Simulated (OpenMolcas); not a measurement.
# One shape, several levels: triplet C2H3BFN

Aim: a comparison of 6 runs (UHF/def2-SVP, U-r2SCAN/def2-SVP, UB3LYP/def2-SVP, UBLYP/def2-SVP, UM06-L/def2-SVP, UPBE/def2-SVP) of triplet C2H3BFN. 

The calculation is run with OpenMolcas 26.06.

## Step 1: The molecule

C2H3BFN: 8 atoms, total charge 0, spin state triplet. SMILES of the parent species: `FB1C=NC1`. The shape is that of a PBE0-D4/def2-TZVP optimisation. That shape belongs to the parent species and isn't relaxed for this state.

Bond lengths: F1–B2 1.312 Å, B2–C3 1.553 Å, C3–N4 1.291 Å, B2–C5 1.580 Å, N4–C5 1.510 Å, C3–H6 1.087 Å, C5–H7 1.093 Å, C5–H8 1.090 Å. Some angles: F1–B2–C3 135.6°, F1–B2–C5 135.3°, C3–B2–C5 86.1°, B2–C3–N4 90.7°, C3–N4–C5 99.2°, B2–C5–N4 82.2°, B2–C3–H6 145.8°, N4–C3–H6 122.6°, B2–C5–H7 120.5°, B2–C5–H8 118.9°.

## Step 2: The energy at UHF/def2-SVP (run 1)

Contents of struct.xyz:

```xyz
8

F      0.213200    -1.007300     1.918400
B     -0.024100    -0.304800     0.836200
C      0.319000     1.128500     0.345800
N      0.303900     0.728600    -0.881200
C     -0.301700    -0.640600    -0.682300
H      0.656500     2.120900     0.633900
H      0.257100    -1.432700    -1.186200
H     -1.331600    -0.649700    -1.040300
```

Contents of calc.input:

```
>>> EXPORT MOLCAS_PRINT=2
&GATEWAY
BasLib
$CurrDir
Coord
struct.xyz
Basis
def2-SVP
Group
NoSym
&SEWARD
&SCF
UHF
Spin
3
Thresholds
1e-10 1e-07 1e-07 1e-05
PrOrbitals
0
```

The basis set def2-SVP is read from a file made from the Basis Set Exchange's data (not shown).

The run is started by

```
$ export MOLCAS_MEM=1860
$ pymolcas calc.input > calc.log
```

The log of the run:

```text
--- Start Module: gateway ---
[...]
--- Stop Module: gateway /rc=_RC_ALL_IS_WELL_ ---
--- Start Module: seward ---
[...]
      Basis functions           85
--- Stop Module: seward /rc=_RC_ALL_IS_WELL_ ---
[...]
--- Start Module: scf ---
[...]
       Convergence after  27 Iterations
[...]
::    Total SCF energy                               -255.7576088478
[...]
      Total spin, S                                     1.0063031283
[...]
      Total electronic charge=   36.000000
      Total            charge=   -0.000000
[...]
      Dipole Moment (debye):
      Origin of the operator (angstrom)=    0.1102   -0.0900    0.3895
                   X= -7.7795E-01               Y=  2.9744E-03               Z= -1.4793E+00           Total=  1.6714E+00
      Quadrupole Moment (debye*angstrom):
[...]
--- Stop Module: scf /rc=_RC_ALL_IS_WELL_ ---
[...]
```

Run time: 8.4 s. Hardware: 1 thread of Intel Xeon 6975P-C (Granite Rapids), shared host; peak memory 0.46 GiB.

## Step 3: A single-point energy at U-r2SCAN/def2-SVP (run 2)

Contents of coord.xyz:

```xyz
8

F      0.213200    -1.007300     1.918400
B     -0.024100    -0.304800     0.836200
C      0.319000     1.128500     0.345800
N      0.303900     0.728600    -0.881200
C     -0.301700    -0.640600    -0.682300
H      0.656500     2.120900     0.633900
H      0.257100    -1.432700    -1.186200
H     -1.331600    -0.649700    -1.040300
```

Contents of job.inp:

```
&GATEWAY
BasLib
$CurrDir
Coord
coord.xyz
Basis
def2-SVP
Group
NoSym
&SEWARD
GridInput
Grid=UltraFine
End of Grid
&SCF
UHF
Spin
3
KSDFT
2
1.0 MGGA_X_R2SCAN
1.0 MGGA_C_R2SCAN
Thresholds
1e-10 1e-07 1e-07 1e-05
PrOrbitals
1 2
```

The basis set def2-SVP is read from a file made from the Basis Set Exchange's data (not shown).

The run is started by

```
$ export MOLCAS_MEM=1860
$ pymolcas job.inp > job.log
```

The log of the run:

```text
--- Start Module: gateway ---
[...]
--- Stop Module: gateway /rc=_RC_ALL_IS_WELL_ ---
--- Start Module: seward ---
[...]
      Basis functions           85
--- Stop Module: seward /rc=_RC_ALL_IS_WELL_ ---
[...]
--- Start Module: scf ---
[...]
       Convergence after  24 Iterations
[...]
::    Total KS-DFT energy                            -257.0193322790
[...]
      Total spin, S                                     1.0028553591
[...]
      Total electronic charge=   36.000000
      Total            charge=   -0.000000
[...]
      Dipole Moment (debye):
      Origin of the operator (angstrom)=    0.1102   -0.0900    0.3895
                   X= -4.7228E-01               Y=  2.3289E-01               Z= -1.2578E+00           Total=  1.3635E+00
      Quadrupole Moment (debye*angstrom):
[...]
--- Stop Module: scf /rc=_RC_ALL_IS_WELL_ ---
[...]
```

Wall time 62 s (1 thread of Intel Xeon 6975P-C (Granite Rapids), shared host); peak memory 0.47 GiB.

Runs 3 to 5 aren't shown in full; the table further down has their settings and results.

## Step 4: The energy at UPBE/def2-SVP (run 6)

Contents of run.inp:

```
&gateway
baslib = $CurrDir
coord
8
angstrom
F        0.213200      -1.007300       1.918400
B       -0.024100      -0.304800       0.836200
C        0.319000       1.128500       0.345800
N        0.303900       0.728600      -0.881200
C       -0.301700      -0.640600      -0.682300
H        0.656500       2.120900       0.633900
H        0.257100      -1.432700      -1.186200
H       -1.331600      -0.649700      -1.040300
basis = def2-SVP
group = NoSym
&seward
gridinput
Grid=UltraFine
End of Grid
&scf
uhf
spin = 3
ksdft = PBE
thresholds = 1e-10 1e-07 1e-07 1e-05
prorbitals = 1
```

The basis set def2-SVP is read from a file made from the Basis Set Exchange's data (not shown).

The run is started by

```
$ export MOLCAS_MEM=1860
$ pymolcas run.inp > run.log
```

The log of the run:

```text
--- Start Module: gateway ---
[...]
--- Stop Module: gateway /rc=_RC_ALL_IS_WELL_ ---
--- Start Module: seward ---
[...]
      Basis functions           85
--- Stop Module: seward /rc=_RC_ALL_IS_WELL_ ---
[...]
--- Start Module: scf ---
[...]
       Convergence after  26 Iterations
[...]
::    Total KS-DFT energy                            -256.8589838994
[...]
      Total spin, S                                     1.0012987930
[...]
      Total electronic charge=   36.000000
      Total            charge=   -0.000000
[...]
      Dipole Moment (debye):
      Origin of the operator (angstrom)=    0.1102   -0.0900    0.3895
                   X= -3.9206E-01               Y=  2.8200E-01               Z= -1.1551E+00           Total=  1.2520E+00
      Quadrupole Moment (debye*angstrom):
[...]
--- Stop Module: scf /rc=_RC_ALL_IS_WELL_ ---
[...]
```

It took 47 s on 1 thread of Intel Xeon 6975P-C (Granite Rapids), shared host; peak memory 0.47 GiB.

## Step 5: Overview of the runs

```tsv
run	level	integration grid	energy (Eh)	dipole moment (D)	HOMO energy (eV)	⟨S²⟩	wall time
1	UHF/def2-SVP	–	-255.757609	1.67	-7.43	2.019	8.4 s
2	U-r2SCAN/def2-SVP	UltraFine	-257.019332	1.36	-3.64	2.009	62 s
3	UB3LYP/def2-SVP	UltraFine	-257.155760	1.35	-4.23	2.005	47 s
4	UBLYP/def2-SVP	UltraFine	-257.083363	1.23	-3.08	2.004	41 s
5	UM06-L/def2-SVP	UltraFine	-257.124282	1.29	-3.46	2.008	67 s
6	UPBE/def2-SVP	UltraFine	-256.858984	1.25	-3.30	2.004	47 s
```

## Step 6: Outcome

| quantity | value |
| --- | --- |
| run 6: total energy | -256.85898 Eh |
| run 6: dipole moment | 1.25 D |
| run 6: HOMO energy (highest over α and β) | -3.30 eV |
| run 6: ⟨S²⟩ | 2.004 |

What this shows: The dipole moment (its size) runs from 1.23 D (UBLYP/def2-SVP) to 1.67 D (UHF/def2-SVP). Totals of different functionals can't be ranked against each other. All runs together took 4.5 min, the longest 67 s.
